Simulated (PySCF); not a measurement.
OGaSH3, in a box:

```
O Ga S H
1.0
    13.00000    0.00000    0.00000
     0.00000   11.00000    0.00000
     0.00000    0.00000   13.00000
O Ga S H
1 1 1 3
Direct
  0.41541 0.43208 0.48183
  0.53241 0.51271 0.45626
  0.62562 0.52316 0.59589
  0.37163 0.43096 0.42393
  0.55974 0.57533 0.35276
  0.55810 0.45915 0.65543
```

The cell isn't the ideal one: atoms moved at random, drawn with an rms of 0.05 Å.

Base run:

```yaml
Program: PySCF 2.14.0
Functional: M06-L
Dispersion: D4
Potentials_or_basis: def2-svp (all-electron)
k_mesh: 1 × 1 × 1
Occupations: fixed
Spin: no spin polarisation
```

Its results: gap between the frontier levels 5.39 eV.

Q: The run is repeated on the same cell with these changes: functional from M06-L to AM05. What comes out?

A: Gap between the frontier levels 4.73 eV.

Caveats: this is a molecule in a periodic box at the Γ point, so its band gap is the HOMO-LUMO gap; relativity is left out, which matters for the heavier elements; the basis of atomic orbitals isn't converged, which shifts pressures, moduli and gaps; the D4 parameters stored for this functional may belong to another (some runs).

